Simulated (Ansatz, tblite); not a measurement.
# The cluster Cd₆H₁₈Se₆: one state, many levels

How do method and basis change the picture of the cluster Cd₆H₁₈Se₆ (singlet)?

Method: as each input shows; program: Ansatz 0.2.0, Gaussian basis.

Plan: GFN1-xTB, GFN2-xTB, PBE-D4/def2-TZVP, r2SCAN-D4/def2-TZVP, B3LYP-D4/def2-TZVP, revPBE-D4/def2-TZVP, B97M-V/def2-TZVP, PBE+5HF/def2-SVP, PBE+10HF/def2-SVP, PBE+15HF/def2-SVP, PBE+35HF/def2-SVP, PBE+50HF/def2-SVP, PBE-D4/def2-SVP, PBE0-D4/def2-SVP, MP2/def2-SVP, RPA/def2-SVP.

4 further runs of the same task are left out: 2 that didn't finish, 2 set aside as unsound or not needed. Runs told in other sessions of the task aren't counted.

### 1 The relaxed structure

The singlet was relaxed beforehand with r2SCAN-D4/def2-SVP.

30 atoms, charge 0, spin multiplicity 1.

Bond lengths: Se1–Cd2 2.684 Å, Se1–Cd7 2.684 Å, Se1–H14 1.470 Å, Cd2–Se4 3.122 Å, Cd2–Se5 2.684 Å, Cd2–H15 1.693 Å, Cd3–Se4 2.685 Å, Cd3–Se8 2.685 Å, Cd3–H17 1.677 Å, Se4–Cd6 2.685 Å, Se4–H18 1.472 Å, Se5–Cd10 2.684 Å, Se5–H19 1.470 Å, Cd6–Se12 2.685 Å, Cd6–H22 1.677 Å, Cd7–Se8 3.122 Å, Cd7–Se9 2.684 Å, Cd7–H23 1.693 Å and more. Angles: Cd2–Se1–Cd7 124.5°, Cd2–Se1–H14 100.6°, Cd7–Se1–H14 100.6°, Se1–Cd2–Se4 102.7°, Se1–Cd2–Se5 92.8°, Se1–Cd2–H15 130.4°, Se4–Cd2–Se5 102.7°, Se4–Cd2–H15 91.6°, Se5–Cd2–H15 130.3°, Se4–Cd3–Se8 89.5°, Se4–Cd3–H17 135.2°, Se8–Cd3–H17 135.2°, Cd2–Se4–Cd3 123.3°, Cd2–Se4–Cd6 123.3°, Cd2–Se4–H18 100.7°, Cd3–Se4–Cd6 105.1°, Cd3–Se4–H18 98.8°, Cd6–Se4–H18 98.8° and more.

Cd takes a core potential in the def2 sets. No spin-orbit coupling is included.

PBE0-D4/def2-TZVP was run before; its log isn't repeated, and its numbers join the tables.

### 2 GFN1-xTB

Tight binding, by tblite at 300 K electronic temperature and without a spin-polarisation term:

```python
tblite.interface.Calculator('GFN1-xTB', numbers, positions, charge=0, uhf=0).singlepoint()
```

Energy -951.8465 eV, HOMO -9.40 eV, LUMO -6.38 eV; 0.049 s.

### 3 GFN2-xTB

Tight binding, by tblite at 300 K electronic temperature and without a spin-polarisation term:

```python
tblite.interface.Calculator('GFN2-xTB', numbers, positions, charge=0, uhf=0).singlepoint()
```

Energy -869.2619 eV, HOMO -10.19 eV, LUMO -7.40 eV; 0.045 s.

### 4 PBE-D4/def2-TZVP

start.molden holds the orbitals of an earlier run on this state, given as this run's starting guess.

in.yaml

```yaml
crystal:
  periodic: [false, false, false]
  atoms:
    - {symbol: Se, position_ang: [-0.003380, -2.244911, -2.922860]}
    - {symbol: Cd, position_ang: [-2.377439, -1.371787, -2.024800]}
    - {symbol: Cd, position_ang: [0.002107, -2.459557, 2.370988]}
    - {symbol: Se, position_ang: [-1.889581, -1.090668, 1.046211]}
    - {symbol: Se, position_ang: [-1.946197, 1.121012, -2.922403]}
    - {symbol: Cd, position_ang: [-2.129145, 1.233249, 2.368992]}
    - {symbol: Cd, position_ang: [2.372753, -1.372015, -2.030176]}
    - {symbol: Se, position_ang: [1.891386, -1.091572, 1.041950]}
    - {symbol: Se, position_ang: [1.939590, 1.120792, -2.926842]}
    - {symbol: Cd, position_ang: [-0.002203, 2.742716, -2.030193]}
    - {symbol: Cd, position_ang: [2.135003, 1.232324, 2.364121]}
    - {symbol: Se, position_ang: [0.001647, 2.184987, 1.041831]}
    - {symbol: H, position_ang: [-0.000653, -3.919808, 0.027047]}
    - {symbol: H, position_ang: [-0.003165, -3.615959, -2.393848]}
    - {symbol: H, position_ang: [-3.826692, -2.207996, -1.765537]}
    - {symbol: H, position_ang: [-0.000493, -4.493654, 0.528441]}
    - {symbol: H, position_ang: [0.003056, -3.606337, 3.594347]}
    - {symbol: H, position_ang: [-3.078566, -1.776514, 1.576832]}
    - {symbol: H, position_ang: [-3.133337, 1.807559, -2.394214]}
    - {symbol: H, position_ang: [-3.392290, 1.956376, 0.024214]}
    - {symbol: H, position_ang: [-3.888766, 2.244389, 0.525512]}
    - {symbol: H, position_ang: [-3.122069, 1.808163, 3.591834]}
    - {symbol: H, position_ang: [3.822630, -2.208143, -1.774175]}
    - {symbol: H, position_ang: [3.081269, -1.777890, 1.569945]}
    - {symbol: H, position_ang: [3.128417, 1.806671, -2.401574]}
    - {symbol: H, position_ang: [3.393199, 1.954882, 0.016433]}
    - {symbol: H, position_ang: [-0.001812, 4.416400, -1.774191]}
    - {symbol: H, position_ang: [3.131150, 1.806599, 3.584641]}
    - {symbol: H, position_ang: [3.890990, 2.242435, 0.516693]}
    - {symbol: H, position_ang: [0.002581, 3.558256, 1.570769]}
basis:
  gaussian: {orbitals: def2-TZVP, fitting: {mean_field: def2-universal-jkfit}, initial_orbitals: start.molden}
hamiltonian: {xc: pbe, dispersion: d4}
scf: {omitted_lower_state_checks: [starts]}
output: {forces: true, orbitals: {seedname: orbitals}}
```

Launch:

```
$ ansatz run in.yaml --threads 2 --pin off --events-out ev --progress --plain --max-ram 32768MiB --backend cuda --devices 0, --max-vram 18GiB
```

Further steps of the session: r2SCAN-D4/def2-TZVP; B3LYP-D4/def2-TZVP; revPBE-D4/def2-TZVP; B97M-V/def2-TZVP; PBE+5HF/def2-SVP; PBE+10HF/def2-SVP; PBE+15HF/def2-SVP; PBE+35HF/def2-SVP; PBE+50HF/def2-SVP; PBE-D4/def2-SVP; PBE0-D4/def2-SVP; MP2/def2-SVP; RPA/def2-SVP.

Before running them: what should the planned runs give, taken together? Wanted: gap in def2-TZVP, named functionals, smallest and largest; gap over the share of exact exchange; correlation energy, MP2/def2-SVP; binding an atom, functionals in def2-TZVP; PBE0 total energy, smallest basis above largest.

The runs gave:

| quantity | value |
| --- | --- |
| gap in def2-TZVP, named functionals, smallest and largest | 3.50 eV (PBE-D4), 5.16 eV (PBE0-D4) |
| gap over the share of exact exchange | 3.45 eV at 0, 6.80 eV at 0.5 |
| correlation energy, MP2/def2-SVP | -105.38 eV |
| binding an atom, functionals in def2-TZVP | 2.00 (revPBE-D4) to 2.10 eV (r2SCAN-D4) |
| PBE0 total energy, smallest basis above largest | 54.78 eV (def2-SVP, def2-TZVP) |

Over the named functionals in def2-TZVP the gap runs from 3.50 eV (PBE-D4) to 5.16 eV (PBE0-D4); exact exchange widens it. Raising the share of exact exchange from 0 to 0.5 moves the HOMO by -2.19 eV and the LUMO by +1.16 eV.
